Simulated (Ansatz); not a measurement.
**Alloy of GaAs and BAs (8 of 32 Ga sites exchanged), 64 atoms**

Aim: relax the alloy cell and compare the gap by PBEsol and HSE06.

Program: Ansatz 0.2.0, PAW, plane waves. These are calculated values, not measurements.

### Step 1. The starting cell

64 atoms (24 Ga, 8 B, 32 As); a = 10.874 Å, b = 10.874 Å, c = 10.874 Å, α = 90.00°, β = 90.00°, γ = 90.00°. All atoms were shaken off their sites by about 0.02 Å along each axis.

Plan of the steps: (2) PBEsol cell relaxation at the single k point (¼, ¼, ¼), on 1 × NVIDIA GB300 Max-Q with 8 threads of Arm Neoverse-V2; (3) HSE06 single point at the single k point (¼, ¼, ¼), on 1 × NVIDIA GB300 Max-Q with 8 threads of Arm Neoverse-V2.

### Step 2. Relaxing cell and atoms with PBEsol

Contents of in.yaml:

```yaml
crystal:
  lattice:
    - [10.873941, 0.000000, 0.000000]
    - [0.000000, 10.873941, 0.000000]
    - [0.000000, 0.000000, 10.873941]
  atoms:
    - { symbol: Ga, position: [0.995546, 0.001835, 0.999150] }
    - { symbol: Ga, position: [0.001533, 0.000741, 0.500626] }
    - { symbol: Ga, position: [0.999665, 0.497437, 0.001128] }
    - { symbol: Ga, position: [0.500589, 0.999902, 0.000279] }
    - { symbol: Ga, position: [0.498742, 0.997417, 0.497359] }
    - { symbol: Ga, position: [0.504658, 0.499237, 0.001315] }
    - { symbol: Ga, position: [0.503392, 0.499156, 0.501933] }
    - { symbol: Ga, position: [0.249258, 0.245797, 0.000611] }
    - { symbol: Ga, position: [0.251634, 0.252673, 0.496196] }
    - { symbol: Ga, position: [0.750289, 0.252482, 0.002160] }
    - { symbol: Ga, position: [0.753286, 0.248536, 0.503812] }
    - { symbol: Ga, position: [0.748976, 0.747403, 0.002581] }
    - { symbol: Ga, position: [0.751971, 0.749693, 0.500838] }
    - { symbol: Ga, position: [0.248359, 0.999502, 0.250006] }
    - { symbol: Ga, position: [0.250869, 0.998965, 0.747401] }
    - { symbol: Ga, position: [0.250889, 0.499195, 0.248362] }
    - { symbol: Ga, position: [0.750576, 0.000312, 0.249875] }
    - { symbol: Ga, position: [0.749880, 0.997637, 0.747658] }
    - { symbol: Ga, position: [0.000843, 0.249432, 0.250405] }
    - { symbol: Ga, position: [0.997374, 0.250665, 0.754376] }
    - { symbol: Ga, position: [0.002622, 0.750112, 0.751593] }
    - { symbol: Ga, position: [0.500409, 0.245508, 0.749369] }
    - { symbol: Ga, position: [0.500193, 0.749825, 0.247728] }
    - { symbol: Ga, position: [0.500281, 0.748402, 0.750625] }
    - { symbol: B, position: [0.000269, 0.501638, 0.501442] }
    - { symbol: B, position: [0.253846, 0.748471, 0.998683] }
    - { symbol: B, position: [0.249623, 0.751942, 0.497250] }
    - { symbol: B, position: [0.249649, 0.497509, 0.749488] }
    - { symbol: B, position: [0.751030, 0.500800, 0.250977] }
    - { symbol: B, position: [0.750827, 0.497453, 0.750696] }
    - { symbol: B, position: [0.001281, 0.750076, 0.249400] }
    - { symbol: B, position: [0.500918, 0.251779, 0.250223] }
    - { symbol: As, position: [0.126810, 0.125119, 0.125645] }
    - { symbol: As, position: [0.124380, 0.122944, 0.627255] }
    - { symbol: As, position: [0.124211, 0.625695, 0.125434] }
    - { symbol: As, position: [0.126779, 0.625024, 0.627627] }
    - { symbol: As, position: [0.626477, 0.125417, 0.124271] }
    - { symbol: As, position: [0.627484, 0.127915, 0.627173] }
    - { symbol: As, position: [0.625008, 0.624844, 0.126141] }
    - { symbol: As, position: [0.623036, 0.625700, 0.623592] }
    - { symbol: As, position: [0.375630, 0.373743, 0.125656] }
    - { symbol: As, position: [0.374386, 0.375873, 0.624269] }
    - { symbol: As, position: [0.375598, 0.875555, 0.125814] }
    - { symbol: As, position: [0.375046, 0.874770, 0.624245] }
    - { symbol: As, position: [0.874461, 0.379029, 0.123699] }
    - { symbol: As, position: [0.875861, 0.379725, 0.621595] }
    - { symbol: As, position: [0.870757, 0.874191, 0.125982] }
    - { symbol: As, position: [0.874732, 0.875488, 0.623293] }
    - { symbol: As, position: [0.372516, 0.125702, 0.377426] }
    - { symbol: As, position: [0.377225, 0.123699, 0.876126] }
    - { symbol: As, position: [0.375717, 0.623677, 0.374805] }
    - { symbol: As, position: [0.378027, 0.625105, 0.875196] }
    - { symbol: As, position: [0.875358, 0.126774, 0.373863] }
    - { symbol: As, position: [0.871107, 0.126402, 0.877421] }
    - { symbol: As, position: [0.873159, 0.625200, 0.375185] }
    - { symbol: As, position: [0.874709, 0.624956, 0.874046] }
    - { symbol: As, position: [0.128152, 0.372880, 0.375316] }
    - { symbol: As, position: [0.127436, 0.373745, 0.874857] }
    - { symbol: As, position: [0.124135, 0.878224, 0.377228] }
    - { symbol: As, position: [0.124763, 0.877660, 0.869493] }
    - { symbol: As, position: [0.623215, 0.378766, 0.373972] }
    - { symbol: As, position: [0.622469, 0.372905, 0.874654] }
    - { symbol: As, position: [0.625538, 0.876693, 0.376849] }
    - { symbol: As, position: [0.624128, 0.878612, 0.871254] }
  symmetry: { detect: false }
kpoints:
  mp_grid: { grid: [1, 1, 1], shift: [0.25, 0.25, 0.25] }
hamiltonian:
  xc: pbesol
scf:
  occupations: { method: fermi_dirac, width: 0.01 }
relax:
  f_tol: 0.03
  max_steps: 80
  escape_saddle: false
  adjacent_minimum: "off"
  cell: { fix: [shape] }
output:
  forces: true
  eigenvalues: true
  populations: true
```

Command:

```bash
$ ansatz run in.yaml --threads 8 --pin off --max-ram 118750MiB --runs-dir r --events-out ev --progress --plain --backend cuda --devices 0,
```

The runs that follow: HSE06 single point.

Q: Predict the outcome of this session. Wanted: for each run, top filled to lowest empty.

The runs gave:

| level | time | top filled to lowest empty (eV) |
| --- | --- | --- |
| PBEsol, relaxation | 14 s (GPU) | 1.25 |
| HSE06 | 53 s (GPU) | 2.11 |

```
     quantity                                                                         value
   relaxation                                             7 recorded steps, 10.19 eV gained
largest shift                                                                 0.39 Å (As59)
 relaxed cell  a = 10.868 Å, b = 10.868 Å, c = 10.868 Å, α = 90.00°, β = 90.00°, γ = 90.00°
   mean bonds                                                     As–B 2.147, As–Ga 2.431 Å
```

**What this shows.** The relaxation lowers the energy by 10.19 eV; the largest shift is 0.39 Å (As59), while the volume changes by -0.2 %. The mean lengths of the listed bonds run from As–B 2.15 Å to As–Ga 2.43 Å. At the same k points, PBEsol gives a spacing 0.86 eV smaller than the 2.11 eV of HSE06. Spin–orbit coupling is left out, which matters for the band edges of the heavier elements here. With one k point the spacing samples only the states that fold onto it, so it can exceed the gap over the zone.
